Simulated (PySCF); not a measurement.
# SBClH2: atomic charges with HLE16

Molecule: SBClH2, in a box.

```
CELL_PARAMETERS angstrom
12.00000 0.00000 0.00000
0.00000 12.00000 0.00000
0.00000 0.00000 11.00000
ATOMIC_POSITIONS crystal
S 0.39671 0.52146 0.46951
B 0.53816 0.50405 0.51389
Cl 0.57865 0.37729 0.57791
H 0.40812 0.62621 0.42827
H 0.60545 0.57581 0.50125
```

```yaml
Program: PySCF 2.14.0
Task: atomic charges
Functional: HLE16
Potentials_or_basis: pob-tzvp-rev2 (all-electron)
k_mesh: 1 × 1 × 1
Occupations: fixed
Spin: no spin polarisation
Exponents_discarded_below_exp_to_discard: 0 1/bohr^2
conv_tol: 1e-07 Ha
max_cycle: 60
Relativity: none
Coulomb_method: Gaussian density fitting (GDF)
Grid_for_exchange_and_correlation: Becke, atom-centred
Three-centre_integrals: read from an earlier run's file
```

- Gap between the frontier levels: 5.69 eV
- Meta-löwdin charges: S -0.02; B -0.07; Cl -0.08; H +0.13, +0.04 e

Levels at points of the mesh, in eV from the valence-band top:
```
           k point  band 18  band 19  band 20  band 21  band 22  band 23
(0.00, 0.00, 0.00)    -1.70    -0.49     0.00     5.69     7.65     9.39
```

Run time: 12 s on 2 threads of Intel(R) Xeon(R) Processor @ 2.70GHz, with other jobs on the host, peak memory 1.9 GiB.

Caveat: this is a molecule in a periodic box at the Γ point, so its band gap is the HOMO-LUMO gap; population charges move with the basis; the basis of atomic orbitals isn't converged, which shifts pressures, moduli and gaps.
